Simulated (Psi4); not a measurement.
# GaH3 (SMILES [GaH3]): levels of theory compared

Aim: a comparison of 4 runs (HF/3-21G, PBE/aug-cc-pVDZ, REMP2/aug-cc-pVDZ-DK) of GaH3. 

The calculation is run with Psi4 1.11.

4 further runs of the same task are left out: 3 for a known fault of the program, 1 set aside as unsound or not needed.

### 1 The system as given

GaH3 has 4 atoms, charge 0, and is taken as a singlet. As SMILES, `[GaH3]`. The shape is that of a PBE0-D4/def2-TZVP optimisation.

Bond lengths: Ga1–H2 1.568 Å, Ga1–H3 1.568 Å, Ga1–H4 1.568 Å. Angles: H2–Ga1–H3 120.0°, H2–Ga1–H4 120.0°, H3–Ga1–H4 120.0°.

### 2 A single-point energy at HF/3-21G (run 1)

Contents of gah3.py:

```python
import psi4

psi4.set_memory(1600000000)
psi4.set_num_threads(1)
psi4.core.set_output_file('psi4.out', False)

mol = psi4.geometry("""
Ga
H 1 1.568434
H 1 1.568404 2 119.9994
H 1 1.568358 3 120.00294 2 179.88964
units angstrom
symmetry c1
no_reorient
no_com
""")

psi4.set_options({
    'basis': '3-21G',
    'puream': True,
    'e_convergence': 1e-09,
    'd_convergence': 1e-08,
    'scf_type': 'pk',
})

energy_value, wavefunction = psi4.energy('hf', molecule=mol, return_wfn=True)
print('E =', round(energy_value, 9))
```

Command:

```console
$ python gah3.py
```

psi4.out:

```text
[...]
  Running in c1 symmetry.
[...]
  Nuclear repulsion =   31.962563877615406
[...]
  Multiplicity = 1
[...]
  Nalpha       = 17
  Nbeta        = 17
[...]
    Number of basis functions: 28
[...]
   @RHF iter   1: -1915.15135211084817   -4.28020e+00   2.38186e-02 ADIIS/DIIS
[...]
   @RHF iter   8: -1915.52383956395374   -2.95586e-12   4.04165e-09 DIIS
[...]
    Orbital Energies [Eh]
    ---------------------
    Doubly Occupied:
       1A   -376.411612     2A    -47.944993     3A    -42.204221
       4A    -42.202423     5A    -42.202423     6A     -6.339297
       7A     -4.417002     8A     -4.411796     9A     -4.411796
      10A     -1.098575    11A     -1.096045    12A     -1.096045
      13A     -1.090149    14A     -1.090148    15A     -0.593196
      16A     -0.422892    17A     -0.422881
[...]
  @RHF Final Energy: -1915.52383956395374
   => Energetics <=
    Nuclear Repulsion Energy =             31.9625638776154055
    One-Electron Energy =               -2740.0618206367607854
    Two-Electron Energy =                 792.5754171951913349
    Total Energy =                      -1915.5238395639539704
[...]
 Multipole Moments:
 ------------------------------------------------------------------------------------
     Multipole            Electronic (a.u.)      Nuclear  (a.u.)        Total (a.u.)
 ------------------------------------------------------------------------------------
 L = 1.  Multiply by 2.5417464519 to convert [e a0] to [Debye]
 Dipole X            :          0.0043436           -0.0025892            0.0017544
 Dipole Y            :         -0.0000349            0.0000171           -0.0000177
 Dipole Z            :         -0.0002258            0.0001236           -0.0001022
 Magnitude           :                                                    0.0017574
[...]
```

The script printed:

```text
E = -1915.523839564
```

Wall time 1.3 s (1 thread of Intel Xeon 6975P-C (Granite Rapids), shared host); peak memory 0.19 GiB.

### 3 Energy and gradient at PBE/aug-cc-pVDZ (run 2)

Contents of gah3.dat:

```
memory 1600 MB

molecule molecule1 {
  Ga
  H 1 1.568434
  H 1 1.568404 2 119.9994
  H 1 1.568358 3 120.00294 2 179.88964
  symmetry c1
}

set puream true
set e_convergence 1e-09
set d_convergence 1e-08
set scf_type pk
set dft_radial_points 99
set dft_spherical_points 590

e, wfn = gradient('pbe/aug-cc-pVDZ', return_wfn=True)
oeprop(wfn, 'LOWDIN_CHARGES', 'WIBERG_LOWDIN_INDICES', 'QUADRUPOLE')
```

Command:

```console
$ psi4 -n 1 gah3.dat gah3.out
```

gah3.out:

```text
[...]
  Running in c1 symmetry.
[...]
  Nuclear repulsion =   31.962563877615406
[...]
  Multiplicity = 1
[...]
  Nalpha       = 17
  Nbeta        = 17
[...]
    Number of basis functions: 63
[...]
   @RKS iter   1: -1925.40140910987475   -2.65836e+00   1.86325e-02 ADIIS/DIIS
[...]
   @RKS iter  10: -1926.28013923129242   -1.81899e-12   1.47829e-09 DIIS
[...]
  @RKS Final Energy: -1926.28013923129242
   => Energetics <=
    Nuclear Repulsion Energy =             31.9625638776154055
    One-Electron Energy =               -2747.5893275235284818
    Two-Electron Energy =                 865.0800538650213412
    DFT Exchange-Correlation Energy =     -75.7334294504009051
    Empirical Dispersion Energy =           0.0000000000000000
    VV10 Nonlocal Energy =                  0.0000000000000000
    Total Energy =                      -1926.2801392312924236
[...]
  -Total Gradient:
     Atom            X                  Y                   Z
    ------   -----------------  -----------------  -----------------
       1        0.000086197320    -0.000009716125    -0.000015265706
       2       -0.000030425538    -0.000001050720    -0.003052556360
       3       -0.000030438554    -0.002648865789     0.001529996576
       4       -0.000025307701     0.002659675901     0.001537485924
[...]
 Multipole Moments:
 ------------------------------------------------------------------------------------
     Multipole            Electronic (a.u.)      Nuclear  (a.u.)        Total (a.u.)
 ------------------------------------------------------------------------------------
 L = 1.  Multiply by 2.5417464519 to convert [e a0] to [Debye]
 Dipole X            :          0.0036612           -0.0025892            0.0010720
 Dipole Y            :         -0.0000358            0.0000171           -0.0000187
 Dipole Z            :         -0.0002016            0.0001236           -0.0000780
 Magnitude           :                                                    0.0010750
 L = 2.  Multiply by 1.3450342976 to convert [e a0^2] to [Debye ang]
 Quadrupole XX       :        -12.0649605            0.0000239          -12.0649366
 Quadrupole XY       :         -0.0163618            0.0126892           -0.0036726
[...]
```

It took 14 s on 1 thread of Intel Xeon 6975P-C (Granite Rapids), shared host; peak memory 0.85 GiB.

### 4 The energy at REMP2/aug-cc-pVDZ-DK (run 3)

Contents of run.py:

```python
import psi4

psi4.set_memory('1600 MB')
psi4.set_num_threads(1)
psi4.core.set_output_file('psi4.out', False)

molecule = psi4.geometry("""
Ga     0.013400    -0.014900    -0.004600
H      1.252400     0.343800     0.887700
H     -0.552100    -1.477800    -0.009700
H     -0.658400     1.088700    -0.893700
""")

psi4.set_options({
    'basis': 'aug-cc-pVDZ-DK',
    'reference': 'rhf',
    'scf_type': 'pk',
    'freeze_core': True,
    'cc_type': 'conv',
})

E = psi4.energy("remp2")
print('E =', round(E, 9))
```

Command:

```console
$ python run.py
```

psi4.out:

```text
[...]
  Running in c1 symmetry.
[...]
  Nuclear repulsion =   31.962558411197463
[...]
  Multiplicity = 1
[...]
  Nalpha       = 17
  Nbeta        = 17
[...]
    Number of basis functions: 63
[...]
   @RHF iter   1: -1914.24104929090913   -3.85782e+00   1.80559e-02 ADIIS/DIIS
[...]
   @RHF iter   9: -1914.95605314021236   -2.72848e-12   1.25663e-09 DIIS
[...]
    Orbital Energies [Eh]
    ---------------------
    Doubly Occupied:
       1A   -373.650196     2A    -47.430121     3A    -42.241212
       4A    -42.237965     5A    -42.237965     6A     -6.291172
       7A     -4.473380     8A     -4.465659     9A     -4.465659
      10A     -1.193793    11A     -1.188551    12A     -1.188551
      13A     -1.182673    14A     -1.182672    15A     -0.596468
      16A     -0.427920    17A     -0.427909
[...]
  @RHF Final Energy: -1914.95605314021236
   => Energetics <=
    Nuclear Repulsion Energy =             31.9625584111974632
    One-Electron Energy =               -2744.0734934574325052
    Two-Electron Energy =                 797.1548819060229789
    Total Energy =                      -1914.9560531402121342
[...]
 Multipole Moments:
 ------------------------------------------------------------------------------------
     Multipole            Electronic (a.u.)      Nuclear  (a.u.)        Total (a.u.)
 ------------------------------------------------------------------------------------
 L = 1.  Multiply by 2.5417464519 to convert [e a0] to [Debye]
 Dipole X            :         -0.0026598            0.0016826           -0.0009772
 Dipole Y            :          0.0009371           -0.0005938            0.0003433
 Dipole Z            :          0.0029349           -0.0018805            0.0010544
 Magnitude           :                                                    0.0014780
[...]
	SCS-MP2 Total Energy (a.u.)        : -1915.07062624240530
	SOS-MP2 Total Energy (a.u.)        : -1915.07440688334600
	SCSN-MP2 Total Energy (a.u.)       : -1914.98416118402588
[...]
	SOS-PI-MP2 Total Energy (a.u.)     : -1915.08351101743324
[...]
	MP2 Total Energy (a.u.)            : -1915.06306496052412
[...]
```

On the terminal:

```text
E = -1915.083792762
```

Run time: 5.4 s. Hardware: 1 thread of Intel Xeon 6975P-C (Granite Rapids), shared host; peak memory 0.4 GiB.

### 5 The energy at REMP2/aug-cc-pVDZ-DK (ZORA) (run 4)

Contents of run.py:

```python
import psi4

psi4.set_memory(1600000000)
psi4.set_num_threads(1)
psi4.set_output_file('output.dat', False)

molecule = psi4.geometry("""
0 1
Ga     0.013400    -0.014900    -0.004600
H      1.252400     0.343800     0.887700
H     -0.552100    -1.477800    -0.009700
H     -0.658400     1.088700    -0.893700
""")

options = {'basis': 'aug-cc-pVDZ-DK', 'reference': 'rhf', 'scf_type': 'pk', 'freeze_core': True, 'cc_type': 'conv', 'relativistic': 'zora'}
psi4.set_options(options)

e, wfn = psi4.energy('remp2', return_wfn=True)
print('E =', round(e, 9))
```

Command:

```console
$ python run.py
```

output.dat:

```text
[...]
  Running in c1 symmetry.
[...]
  Nuclear repulsion =   31.962558411197463
[...]
  Multiplicity = 1
[...]
  Nalpha       = 17
  Nbeta        = 17
[...]
    Number of basis functions: 63
[...]
   @RHF iter   1: -1950.77744736752766   -3.86737e+00   1.77303e-02 ADIIS/DIIS
[...]
   @RHF iter   9: -1951.48303968506798   -9.09495e-13   1.27693e-09 DIIS
[...]
    Orbital Energies [Eh]
    ---------------------
    Doubly Occupied:
       1A   -387.303859     2A    -49.281578     3A    -42.846746
       4A    -42.843714     5A    -42.843714     6A     -6.572377
       7A     -4.543033     8A     -4.535589     9A     -4.535589
      10A     -1.180875    11A     -1.175675    12A     -1.175675
      13A     -1.169986    14A     -1.169986    15A     -0.605382
      16A     -0.426768    17A     -0.426756
[...]
  @RHF Final Energy: -1951.48303968506798
   => Energetics <=
    Nuclear Repulsion Energy =             31.9625584111974632
    One-Electron Energy =               -2781.6165925237191914
    Two-Electron Energy =                 798.1709944274539339
    Total Energy =                      -1951.4830396850679790
[...]
 Multipole Moments:
 ------------------------------------------------------------------------------------
     Multipole            Electronic (a.u.)      Nuclear  (a.u.)        Total (a.u.)
 ------------------------------------------------------------------------------------
 L = 1.  Multiply by 2.5417464519 to convert [e a0] to [Debye]
 Dipole X            :         -0.0026179            0.0016826           -0.0009354
 Dipole Y            :          0.0009218           -0.0005938            0.0003280
 Dipole Z            :          0.0028826           -0.0018805            0.0010021
 Magnitude           :                                                    0.0014095
[...]
	SCS-MP2 Total Energy (a.u.)        : -1951.59816097138309
	SOS-MP2 Total Energy (a.u.)        : -1951.60188496958426
	SCSN-MP2 Total Energy (a.u.)       : -1951.51164644396795
[...]
	SOS-PI-MP2 Total Energy (a.u.)     : -1951.61102691454698
[...]
	MP2 Total Energy (a.u.)            : -1951.59071297497985
[...]
```

The script printed:

```text
E = -1951.611485239
```

Run time: 11 s. Hardware: 1 thread of Intel Xeon 6975P-C (Granite Rapids), shared host; peak memory 0.52 GiB.

### 6 Overview of the runs

```
run                        level      task         integration grid   energy (Eh)  HOMO energy (eV)  LUMO energy (eV)  HOMO–LUMO gap (eV)  wall time
  1                     HF/3-21G    energy                        –  -1915.523840            -11.51              0.84               12.35      1.3 s
  2              PBE/aug-cc-pVDZ  gradient  99 radial × 590 angular  -1926.280139             -7.34             -2.68                4.66       14 s
  3         REMP2/aug-cc-pVDZ-DK    energy                        –  -1915.083793            -11.64              0.39               12.03      5.4 s
  4  REMP2/aug-cc-pVDZ-DK (ZORA)    energy                        –  -1951.611485            -11.61              0.41               12.02       11 s
```

### 7 Outcome

| quantity | value |
| --- | --- |
| run 4: total energy | -1951.61149 Eh |
| run 4: HOMO energy (Hartree–Fock orbitals) | -11.61 eV |
| run 4: LUMO energy (Hartree–Fock orbitals) | 0.41 eV |
| run 4: HOMO–LUMO gap (Hartree–Fock orbitals) | 12.02 eV |
| run 4: correlation energy (9 core orbitals frozen) | -128.4 mEh |

In words: Some runs of one species differ in core potentials or relativity; totals across that change don't compare. In run 3 relativity is left out where basis or elements ask for it. All runs together took 32 s, the longest 14 s.
